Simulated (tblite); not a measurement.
# C3H10OS2Si2: the cost of one run

Computed with tblite 0.8.0 and PySCF 2.14.0, with density-fitted response routines of our own, on a single molecule in the gas phase. Atoms are numbered from 0 throughout.

### Step 1. Starting geometry

18 atoms, charge 0, multiplicity 1; geometry from: force field or distance geometry start.

Bonds of the start (Å): C0–C1 1.50, C1–S2 1.66, C1–O3 1.34, O3–Si4 1.65, Si4–S5 2.14, S5–C6 1.82, C6–Si7 1.86, C0–H8 1.09, C0–H9 1.11, C0–H10 1.10, Si4–H11 1.49, Si4–H12 1.48, C6–H13 1.09, C6–H14 1.10, Si7–H15 1.48, Si7–H16 1.48, Si7–H17 1.47.

### Step 2. Geometry optimisation with GFN2-xTB

What the job is given:

```
{"job": {"kind": "relax", "xc": "GFN2-xTB", "basis": "xTB"}, "charge": 0, "multiplicity": 1}
C     -3.058300    -0.363400     0.109400
C     -2.252000     0.897500     0.034100
S     -2.721900     2.324900     0.746700
O     -1.068800     0.935800    -0.598300
Si    -0.234600    -0.279600    -1.334400
S      0.720000    -1.459400     0.174100
C      1.612000    -0.262100     1.222100
Si     3.265200     0.200700     0.517400
H     -2.518700    -1.143500     0.652300
H     -4.016900    -0.194200     0.640700
H     -3.313500    -0.707200    -0.900400
H     -1.158400    -1.141600    -2.117700
H      0.801900     0.297700    -2.213000
H      0.993100     0.616800     1.400000
H      1.759400    -0.734100     2.201300
H      3.091200     0.877100    -0.786600
H      4.130400    -0.990600     0.325200
H      3.961200     1.131600     1.422400
```

Started as:

```
$ OMP_NUM_THREADS=1 python probes_run.py task.json out
```

This one command runs all jobs of the session in turn.

**Question.** How long does this first job take on 1 thread of Arm Neoverse N1, shared host, and how much memory does it need?

About 3.6 s, with a peak of 0.18 GiB.
